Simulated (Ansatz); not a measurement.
# InSb3 (P1) in Ansatz: convergence with smearing width

Aim: find how far smearing width must go before the results for InSb3 settle, at PBE. This setting moves, with any that are tied to it; all else stays.

Everything below comes from runs of Ansatz 0.2.0. Logs are shortened: lines on timing, memory, paths and dates and some standing lists are left out, and cuts for length are marked.

## 1. The cell of the first run

The typed cell holds 4 atoms: a = 5.366 Å, b = 5.366 Å, c = 5.366 Å, α = 60.00°, β = 60.00°, γ = 60.00°.

The cell comes from a database or a generator and needn't be the stable form of this composition.

The cell isn't the ideal one: atoms moved at random, drawn with an rms of 0.05 Å.

## 2. With smearing width 0.3 eV

File input.yaml:

```yaml
crystal:
  lattice:
    - [0.0, 3.794555, 3.794555]
    - [3.794555, 0.0, 3.794555]
    - [3.794555, 3.794555, 0.0]
  atoms:
    - { symbol: Sb, position: [0.505479, 0.511318, 0.484807] }
    - { symbol: Sb, position: [0.751344, 0.750804, 0.731941] }
    - { symbol: Sb, position: [0.242819, 0.263156, 0.24665] }
    - { symbol: In, position: [-0.008564, -0.005178, 0.009168] }
hamiltonian:
  xc: pbe
  pseudopotentials: { kind: nc, accuracy: standard }
kpoints:
  mp_grid: { grid: [5, 5, 5] }
scf:
  occupations: { method: gaussian, width: 0.3 }
output:
  forces: true
  stress: true
  eigenvalues: true
```

Potentials or basis: PseudoDojo standard (PBE files).

Started as:

```console
$ ansatz run input.yaml --threads 2 --pin off --max-ram 5632MiB --backend cpu --events-out ev --progress --plain --runs-dir out
```

The log of the run:

```text
Warning: RAYON_NUM_THREADS=2 ignored (pool sized by the plan → 2); use --threads N
Engine: ansatz 0.2.0, aarch64-unknown-linux-gnu
Pseudopotentials: kind: nc
Pseudopotential: Sb, nc, valence charge 15, recommended cutoff 1088.45545 eV (normal), Sb.nc.azcp (PseudoDojo's, or run here from an input of PseudoDojo's; its table is named by hamiltonian.pseudopotentials.accuracy)
Pseudopotential: In, nc, valence charge 13, recommended cutoff 952.398519 eV (normal), In.nc.azcp (PseudoDojo's, or run here from an input of PseudoDojo's; its table is named by hamiltonian.pseudopotentials.accuracy)
Functional definition: PBE
  parameter kappa = 0.804
  parameter beta = 0.06672455060314922
  exchange = pbe_x(kappa = kappa, mu = beta*pi^2/3)
  correlation = pbe_c(beta = beta)
Crystal: 4 atoms, lattice volume = 109.273 Å³
Basis set: ecut = 1088.45545 eV, 8873 PW (Γ), exchange–correlation on 120×120×120 points (8 copies of the dense FFT grid, shifted against one another)
Bands: 35, of which v1, the nominal top of the filled ones, is band 29 counted from 1 (28 counted from 0)
Symmetry: 1 space group operations
Space group: P1 (ITA 1), of the structure as read, at distance tolerance 4.8e-5 Å
k-points: 63 of 125 (time reversal used)
Non-local potential: Sb, projectors of the file, l = 0: 2, l = 1: 2, l = 2: 2, l = 3: 2
Non-local potential: In, projectors of the file, l = 0: 2, l = 1: 2, l = 2: 2
Initial density: superposition of atomic densities (chi_scale 0.1, normalization cell, long waves kept (reshape's long-wave potential 0.00 eV rms))
Initial wavefunctions: pseudopotential atomic-orbital guess
Functional: x = pbe(κ = 0.804, μ = 0.2195149727645171), c = pbe(β = 0.06672455060314922)
SCF iter   1: F=—  HF=-9231.041610 eV  |F-HF|=—  |Δ(HF+E_count)|=         —  Δρ=1.46e-2  dr2=5.11e-1  ethr=3.10e-3  ⟨swp⟩=8.4  Hψ=8857  notcnv=0
preconditioner: auto → Kerker (q_TF=auto, 2.455 Å⁻¹)  [metal: Δε(μ)=0.195 eV  Ē_g=11.033 eV  σ=0.300 eV  W_gap=0.35  n_scr=26 (ndim 8)  ℏωp=18.8 eV  f_vac=0.000  D(μ)=1.64/eV (n_scr^D=8)]
SCF iter   2: F=—  HF=-9230.943854 eV  |F-HF|=—  |Δ(HF+E_count)|=   9.78e-2  Δρ=9.11e-3  dr2=2.12e-1  ethr=8.81e-4  ⟨swp⟩=1.0  Hψ=2713  notcnv=0  defer=3
SCF iter   3: F=—  HF=-9230.878419 eV  |F-HF|=—  |Δ(HF+E_count)|=   6.54e-2  Δρ=2.00e-3  dr2=1.97e-3  ethr=3.66e-4  ⟨swp⟩=3.0  Hψ=4089  notcnv=0  defer=3
SCF iter   4: F=—  HF=-9230.877963 eV  |F-HF|=—  |Δ(HF+E_count)|=   4.56e-4  Δρ=1.14e-3  dr2=6.26e-4  ethr=3.39e-6  ⟨swp⟩=2.0  Hψ=4400  notcnv=0  defer=12
SCF iter   5: F=—  HF=-9230.877729 eV  |F-HF|=—  |Δ(HF+E_count)|=   2.34e-4  Δρ=2.40e-4  dr2=3.01e-5  ethr=1.08e-6  ⟨swp⟩=2.1  Hψ=3929  notcnv=0  defer=12
SCF iter   6: F=—  HF=-9230.877896 eV  |F-HF|=—  |Δ(HF+E_count)|=   1.67e-4  Δρ=3.08e-5  dr2=1.13e-6  ethr=5.19e-8  ⟨swp⟩=3.8  Hψ=4239  notcnv=0  defer=13
SCF iter   7: F=-9230.877896 eV  HF=-9230.877896 eV  |F-HF|=2.83e-8  |Δ(HF+E_count)|=   1.38e-7  Δρ=9.17e-6  dr2=7.73e-8  ethr=1.72e-10  ⟨swp⟩=15.3  Hψ=14675  notcnv=0
SCF 1 converged in 7 iterations: F = -9230.877896 eV  dr2 = 7.73e-8
SCF converged after 7 iterations
Free energy (F): -9230.877896 eV
Harris-Foulkes:  -9230.877896 eV  (|F-HF|=2.83e-8)
Internal energy: -9230.793760 eV  (E = F + TS)
E sigma→0 (E₀):  -9230.835828 eV
Entropy (-TS):   -0.084136 eV (-21.034 meV/atom)
Fermi energy:    11.166836 eV
--- Per-component energies (eV) ---
  E_band       = -451.746570
  E_kinetic    = 5491.485506
  E_local      = -4197.771267  (includes V_loc(G=0)·N_el)
  E_nonlocal   = -4329.145060
  E_hartree    = 2016.108403
  E_xc         = -2397.331376
  E_vxc        = -1448.529251  (∫ρ·V_xc dr)
  E_ewald      = -5814.139966
  E_smearing   = -0.084136  (= −TS)
  E_closure    = 0.000000  (closes the sum)
  Σ components = -9230.877896   (vs F -9230.877896, Δ=0.00e0)
--- Forces (eV/Å), atoms counted from 1 ---
  atom   1  Sb     0.03017034     0.01397250    -0.18441104
  atom   2  Sb     0.19340849     0.11333827    -0.02761117
  atom   3  Sb    -0.13869070     0.02968170    -0.05683490
  atom   4  In    -0.08486855    -0.15695803     0.26880360
  max |Σ_I F_I| component: 5.35e-5 eV/Å
--- Stress (GPa, compression-positive) ---
        0.341043       0.046664       0.002427
        0.046664       0.328230       0.027985
        0.002427       0.027985       0.325642
  P = ⅓ Tr σ = 0.3316 GPa (3.316 kbar)
--- Band table (eV; the first three rows and the last of 63) ---
  k-point 0: bands = ["-17.9395", "-17.9362", "-17.9319", "-17.9306", "-17.9298", "-17.8421", "-17.8387", "-17.8386", "-17.8374", "-17.8337", "-17.8195", "-17.8156", "-17.8146", "-17.8143", "-17.8105", "-3.0933", "-3.0891", "-3.0836", "-3.0575", "-3.0564", "-0.8659", "3.5670", "4.6438", "8.7506", "8.8315", "8.9017", "8.9557", "9.0578", "9.0974", "9.2016", "10.5381", "10.7179", "10.9221", "14.8796", "14.8939"]
  k-point 1: bands = ["-17.9410", "-17.9366", "-17.9316", "-17.9292", "-17.9284", "-17.8405", "-17.8378", "-17.8356", "-17.8353", "-17.8321", "-17.8229", "-17.8181", "-17.8178", "-17.8149", "-17.8110", "-3.0978", "-3.0866", "-3.0815", "-3.0582", "-3.0573", "-0.5780", "3.1781", "4.1745", "7.4643", "8.1601", "8.2926", "8.7371", "9.3267", "9.3804", "11.0298", "11.1271", "11.3571", "12.7852", "15.9565", "15.9839"]
  k-point 2: bands = ["-17.9434", "-17.9381", "-17.9297", "-17.9269", "-17.9259", "-17.8366", "-17.8348", "-17.8338", "-17.8320", "-17.8308", "-17.8254", "-17.8240", "-17.8233", "-17.8159", "-17.8117", "-3.1064", "-3.0828", "-3.0787", "-3.0587", "-3.0582", "0.2132", "1.9481", "3.7603", "6.5996", "7.8692", "8.0804", "8.7558", "8.9687", "10.0981", "12.5259", "12.6705", "12.7259", "14.1260", "15.1706", "15.2572"]
  k-point 62: bands = ["-17.9425", "-17.9372", "-17.9361", "-17.9257", "-17.9245", "-17.8382", "-17.8357", "-17.8345", "-17.8312", "-17.8296", "-17.8245", "-17.8228", "-17.8203", "-17.8167", "-17.8124", "-3.1008", "-3.0862", "-3.0831", "-3.0605", "-3.0587", "0.8468", "1.6320", "2.9819", "5.8699", "7.3129", "8.3373", "9.9569", "10.2575", "10.5405", "10.9719", "12.2292", "13.9776", "14.4666", "15.6782", "15.8909"]
```

Wall time 37 s (2 threads of Arm Neoverse V1, shared host); peak memory 0.86 GiB.

What came out:

- Free energy: -9230.8779 eV
- Pressure: 0.3 GPa
- Largest force: 0.323 eV/Å
- Band gap on the k mesh: none (metal or under the smearing width)

## 3. With smearing width 0.2 eV

Changes to input.yaml since step 2:

```diff
@@ -16,3 +16,3 @@
 scf:
-  occupations: { method: gaussian, width: 0.3 }
+  occupations: { method: gaussian, width: 0.2 }
 output:
```

Potentials or basis: PseudoDojo standard (PBE files).

Started as:

```console
$ ansatz run input.yaml --threads 2 --pin off --max-ram 5632MiB --backend cpu --events-out ev --progress --plain --runs-dir out
```

Run time: 41 s. Hardware: 2 threads of Arm Neoverse V1, shared host; peak memory 0.86 GiB.

Results:

- Free energy: -9230.8534 eV
- Pressure: 0.2 GPa
- Largest force: 0.328 eV/Å
- Band gap on the k mesh: none (metal or under the smearing width)

## 4. With smearing width 0.15 eV

Changes to input.yaml since step 3:

```diff
@@ -16,3 +16,3 @@
 scf:
-  occupations: { method: gaussian, width: 0.2 }
+  occupations: { method: gaussian, width: 0.15 }
 output:
```

Started as:

```console
$ ansatz run input.yaml --threads 2 --pin off --max-ram 5632MiB --backend cpu --events-out ev --progress --plain --runs-dir out
```

Wall time 41 s (2 threads of Arm Neoverse V1, shared host); peak memory 0.86 GiB.

Results:

* Free energy: -9230.8436 eV
* Pressure: 0.2 GPa
* Largest force: 0.331 eV/Å
* Band gap on the k mesh: none (metal or under the smearing width)

## 5. With smearing width 0.1 eV

Changes to input.yaml since step 4:

```diff
@@ -16,3 +16,3 @@
 scf:
-  occupations: { method: gaussian, width: 0.15 }
+  occupations: { method: gaussian, width: 0.1 }
 output:
```

Started as:

```console
$ ansatz run input.yaml --threads 2 --pin off --max-ram 5632MiB --backend cpu --events-out ev --progress --plain --runs-dir out
```

Wall time 41 s (2 threads of Arm Neoverse V1, shared host); peak memory 0.86 GiB.

What came out:

```
Free energy            : -9230.8357 eV
Pressure               : 0.1 GPa
Largest force          : 0.335 eV/Å
Band gap on the k mesh : none (metal or under the smearing width)
```

## 6. With smearing width 0.05 eV

Changes to input.yaml since step 5:

```diff
@@ -16,3 +16,3 @@
 scf:
-  occupations: { method: gaussian, width: 0.1 }
+  occupations: { method: gaussian, width: 0.05 }
 output:
```

Potentials or basis: PseudoDojo standard (PBE files).

Started as:

```console
$ ansatz run input.yaml --threads 2 --pin off --max-ram 5632MiB --backend cpu --events-out ev --progress --plain --runs-dir out
```

Run time: 41 s. Hardware: 2 threads of Arm Neoverse V1, shared host; peak memory 0.86 GiB.

Results (log left out):

```yaml
Free_energy: -9230.8303 eV
Pressure: 0.0 GPa
Largest_force: 0.339 eV/Å
Band_gap_on_the_k_mesh: none (metal or under the smearing width)
```

## 7. With smearing width 0.025 eV

Changes to input.yaml since step 6:

```diff
@@ -16,3 +16,3 @@
 scf:
-  occupations: { method: gaussian, width: 0.05 }
+  occupations: { method: gaussian, width: 0.025 }
 output:
```

Started as:

```console
$ ansatz run input.yaml --threads 2 --pin off --max-ram 5632MiB --backend cpu --events-out ev --progress --plain --runs-dir out
```

It took 38 s on 2 threads of Arm Neoverse V1, shared host; peak memory 0.86 GiB.

The run converged. Its results:

* Free energy: -9230.8288 eV
* Pressure: 0.0 GPa
* Largest force: 0.340 eV/Å
* Band gap on the k mesh: none (metal or under the smearing width)

## 8. With smearing width 0.01 eV

Changes to input.yaml since step 7:

```diff
@@ -16,3 +16,3 @@
 scf:
-  occupations: { method: gaussian, width: 0.025 }
+  occupations: { method: gaussian, width: 0.01 }
 output:
```

Started as:

```console
$ ansatz run input.yaml --threads 2 --pin off --max-ram 5632MiB --backend cpu --events-out ev --progress --plain --runs-dir out
```

Run time: 37 s. Hardware: 2 threads of Arm Neoverse V1, shared host; peak memory 0.86 GiB.

It converged, with:

- Free energy: -9230.8280 eV
- Pressure: 0.0 GPa
- Largest force: 0.340 eV/Å
- Band gap on the k mesh: none (metal or under the smearing width)

## 9. With smearing width 0.005 eV

Changes to input.yaml since step 8:

```diff
@@ -16,3 +16,3 @@
 scf:
-  occupations: { method: gaussian, width: 0.01 }
+  occupations: { method: gaussian, width: 0.005 }
 output:
```

Potentials or basis: PseudoDojo standard (PBE files).

Started as:

```console
$ ansatz run input.yaml --threads 2 --pin off --max-ram 5632MiB --backend cpu --events-out ev --progress --plain --runs-dir out
```

Run time: 43 s. Hardware: 2 threads of Arm Neoverse V1, shared host; peak memory 0.86 GiB.

Results (log left out):

```
Free energy            : -9230.8278 eV
Pressure               : 0.0 GPa
Largest force          : 0.340 eV/Å
Band gap on the k mesh : none (metal or under the smearing width)
```

## 10. Result

| smearing width | energy less the tightest run, at zero smearing (meV/atom) | pressure (GPa) | largest force (eV/Å) | SCF cycles | CPU time (s) | peak memory (GiB) |
| --- | --- | --- | --- | --- | --- | --- |
| 0.3 eV | -2.04 | 0.33 | 0.323 | 7 | 74 | 0.86 |
| 0.2 eV | -1.10 | 0.24 | 0.328 | 8 | 82 | 0.86 |
| 0.15 eV | -0.63 | 0.19 | 0.331 | 8 | 81 | 0.86 |
| 0.1 eV | -0.32 | 0.11 | 0.335 | 8 | 82 | 0.86 |
| 0.05 eV | -0.18 | 0.04 | 0.339 | 8 | 82 | 0.86 |
| 0.025 eV | -0.12 | 0.04 | 0.340 | 7 | 76 | 0.86 |
| 0.01 eV | -0.03 | 0.04 | 0.340 | 7 | 74 | 0.86 |
| 0.005 eV | 0.00 | 0.04 | 0.340 | 8 | 85 | 0.86 |

Against the tightest run, the energy stays within 1 meV/atom from 0.15 eV on; the pressure stays within 0.1 GPa from 0.1 eV on; the largest force stays within 0.005 eV/Å from 0.05 eV on. Narrower smearing needs a denser k mesh, so at a fixed mesh the narrowest width isn't the most accurate. The tightest run that finished is the yardstick and may itself not be fully converged.
